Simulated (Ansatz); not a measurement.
# BF3H4Si (built from SMILES FB(F)F.[SiH4]): search for a transition state

Aim: find the saddle point of a ligand redistribution between two centres that is to form B1–H6, F2–Si5 and break B1–F2, Si5–H6, prove it by its vibrations, and relax downhill on both sides to see what it joins.

Method: PBE0-D4, def2-SVP first, then def2-TZVP; program: Ansatz 0.2.0, Gaussian basis.

31 further runs of the same task are left out: 31 set aside as unsound or not needed.

## Step 1: The system as given

The guess: 9 atoms, charge 0, spin multiplicity 1.

Atoms are counted from 1 here; the program's logs count them from 0.

Bond lengths: B1–F3 1.308 Å, B1–F4 1.310 Å, Si5–H7 1.450 Å, Si5–H8 1.450 Å, Si5–H9 1.478 Å. Angles: F3–B1–F4 121.2°, H7–Si5–H8 126.6°, H7–Si5–H9 106.4°, H8–Si5–H9 106.1°.

Geometry (Å):

```mol
BF3H4Si
  3D, bonds by distance, orders not assigned

  9  5  0  0  0  0  0  0  0  0999 V2000
   -1.2572   -0.7115   -0.1692 B   0  0
    0.3558   -1.1754   -0.2102 F   0  0
   -1.7450   -0.8459   -1.3756 F   0  0
   -1.8228   -1.2914    0.8598 F   0  0
    1.0711    0.6582    0.1543 Si  0  0
   -0.8040    0.6977    0.1310 H   0  0
    1.5985    0.5439   -1.1917 H   0  0
    1.5977    0.0209    1.3456 H   0  0
    1.0059    2.1036    0.4560 H   0  0
  1  3  8  0
  1  4  8  0
  5  7  8  0
  5  8  8  0
  5  9  8  0
M  END
```

Distances that are to change: B1–H6 1.51 Å, F2–Si5 2.00 Å, B1–F2 1.68 Å, Si5–H6 1.88 Å.

## Step 2: Relaxing the guess with the reacting distances held

hold/in.yaml

```yaml
crystal:
  periodic: [false, false, false]
  atoms:
    - {symbol: B, position_ang: [-1.257200, -0.711500, -0.169200]}
    - {symbol: F, position_ang: [0.355800, -1.175400, -0.210200]}
    - {symbol: F, position_ang: [-1.745000, -0.845900, -1.375600]}
    - {symbol: F, position_ang: [-1.822800, -1.291400, 0.859800]}
    - {symbol: Si, position_ang: [1.071100, 0.658200, 0.154300]}
    - {symbol: H, position_ang: [-0.804000, 0.697700, 0.131000]}
    - {symbol: H, position_ang: [1.598500, 0.543900, -1.191700]}
    - {symbol: H, position_ang: [1.597700, 0.020900, 1.345600]}
    - {symbol: H, position_ang: [1.005900, 2.103600, 0.456000]}
basis:
  gaussian: {orbitals: def2-SVP}
hamiltonian: {xc: pbe0, dispersion: d4}
relax: {f_tol: 0.08, max_steps: 120, escape_saddle: false, constraints: [{distance: [0, 5]}, {distance: [1, 4]}, {distance: [0, 1]}, {distance: [4, 5]}]}
```

The command line of these runs was not kept.

The runs that follow: Saddle search in the small basis; Saddle search in triple zeta; Vibrations at the point found; Relaxing after a step of 0.30 Å one way along the mode; Relaxing after a step of 0.30 Å the other way along the mode.

What does the calculation give? Wanted: imaginary mode; barrier from the start side; barrier from the end side; energy of the step; pairs that change; zero-point energy at the saddle.

As calculated:

| quantity | value |
| --- | --- |
| imaginary mode | 353i cm⁻¹ |
| barrier from the start side | 1.091 eV |
| barrier from the end side | 0.974 eV |
| energy of the step | +0.118 eV |
| pairs that change | B1–H6 formed, F2–Si5 formed, B1–F2 broken, Si5–H6 broken |
| zero-point energy at the saddle | 1.291 eV |

**Reading.** The point has a single imaginary mode (353i cm⁻¹), as a transition state must. The two relaxations end on the structures that were planned. At PBE0-D4/def2-TZVP the electronic barrier is 1.091 eV, about 42 kT at 298 K, and the step runs 0.118 eV uphill. A step off the saddle overshot and began above it in energy, so the link to its end is likely but not proven. The ends are the nearest minima, not always the lowest complexes.
